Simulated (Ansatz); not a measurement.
# Al3GaN4: a line through an energy map

Aim: follow the energy of Al3GaN4 (P-43m, No. 215; 8 atoms in the cell) along one coordinate, volume per atom, with the other held at c/a of the conventional cell = 1.200.

Computed with Ansatz 0.2.0 (DFT PBEsol, scalar-relativistic, plane waves, PAW, unless a step's input says otherwise).

16 further runs of the same task are left out: 16 set aside as unsound or not needed.

## (1) The system as given

It takes space group P-43m (No. 215, cubic). Conventional cell: a = 4.407 Å, b = 4.407 Å, c = 4.407 Å, α = 90.00°, β = 90.00°, γ = 90.00°. Al (site symmetry -42m) has 4 N at 1.90 Å as nearest neighbours. Ga (site symmetry -43m) is surrounded by 4 N at 1.95 Å. Around N (site symmetry 3m) lie 3 Al at 1.90 Å and 1 Ga at 1.95 Å.

Coordinates:

```
CELL_PARAMETERS angstrom
4.40712 0.00000 0.00000
0.00000 4.40712 0.00000
0.00000 0.00000 4.40712
ATOMIC_POSITIONS crystal
Al 0.50000 0.50000 0.00000
Al 0.50000 0.00000 0.50000
Al 0.00000 0.50000 0.50000
Ga 0.00000 0.00000 0.00000
N 0.74471 0.74471 0.25529
N 0.74471 0.25529 0.74471
N 0.25529 0.74471 0.74471
N 0.25529 0.25529 0.25529
```

It goes back to an entry of the Materials Project, which need not be the stable form.

It is the result of an earlier relaxation at this level (volume 10.70 Å³/atom; gap on the mesh: 3.32 eV).

## (2) Plan of the line

The energy is mapped over volume and the cell's shape.

First coordinate, volume per atom: 7 values from 8.99 to 12.41 Å³. Second coordinate, c/a of the conventional cell: 7 values from 0.834 to 1.200.

Nothing else is relaxed (fractional coordinates fixed). Energies count from the relaxed crystal. Points are written as (first, second).

## (3) Point (8.99 Å³, 1.200)

input.yaml

```yaml
crystal:
  lattice:
    - [3.9135618146, 0.0, 0.0]
    - [0.0, 3.9135618146, 0.0]
    - [0.0, 0.0, 4.6947087528]
  atoms:
    - { symbol: Al, position: [0.5, 0.5, 0.0] }
    - { symbol: Al, position: [0.5, 0.0, 0.5] }
    - { symbol: Al, position: [0.0, 0.5, 0.5] }
    - { symbol: Ga, position: [0.0, 0.0, 0.0] }
    - { symbol: "N", position: [0.7447140287, 0.7447140287, 0.2552859713] }
    - { symbol: "N", position: [0.7447140287, 0.2552859713, 0.7447140287] }
    - { symbol: "N", position: [0.2552859713, 0.7447140287, 0.7447140287] }
    - { symbol: "N", position: [0.2552859713, 0.2552859713, 0.2552859713] }
basis:
  ecutwfc: 520.0
kpoints:
  mp_grid: { grid: [6, 6, 6] }
hamiltonian:
  xc: pbesol
scf:
  occupations: { method: gaussian, width: 0.05 }
output:
  forces: true
  stress: true
  eigenvalues: true
```

Started as:

```console
ansatz run input.yaml --threads 2 --pin off --max-ram 4096MiB --backend cpu --events-out ev --progress --plain --runs-dir out
```

Further runs follow: the other points of the line.

**Question.** What will these runs give? Wanted: for each run, volume per atom; energy; slope; pressure; largest force on an atom.

**Answer**, as computed:

```
volume per atom (Å³)  step  energy (meV/atom)  slope (meV/atom per Å³)  pressure (GPa)  band gap on the k-mesh (eV)  largest force on an atom (eV/Å)
                8.99     3                329                     −281              45                         2.60                            0.228
                9.56     4                206                     −155              25                         2.61                            0.196
               10.13     –                146                      −60              10                         2.61                            0.171
               10.70     5                133                       13              −2                         2.61                            0.149
               11.27     6                157                       68             −11                         2.26                            0.129
               11.84     7                208                      110             −18                         1.91                            0.111
               12.41     8                280                      142             −23                         1.58                            0.098
```

Energies count from the relaxed crystal. Rows without a step come from runs not printed here or follow by symmetry. Slopes come from the forces (and the stress, where the cell changes), not from differences of energies.

**Reading.** The lowest point of the line is at 10.70 Å³, 133 meV/atom from the zero. A fit to energies and slopes at the lowest point and its two neighbours puts the minimum at 10.588 Å³, with a curvature of about 120 meV/atom per (Å³)². V·d²E/dV² there is about 200 GPa, a bulk modulus under this line's constraint. The highest point computed, at 8.99 Å³, lies 196 meV/atom above the lowest. This is one cut through a surface in two coordinates; the map's lowest point lies off it. A rigid map gives upper bounds: relaxing the other coordinates can only lower a point.

The gaps are Kohn-Sham values of a semilocal functional, not quasiparticle or optical gaps. Such gaps usually fall short of the measured ones.
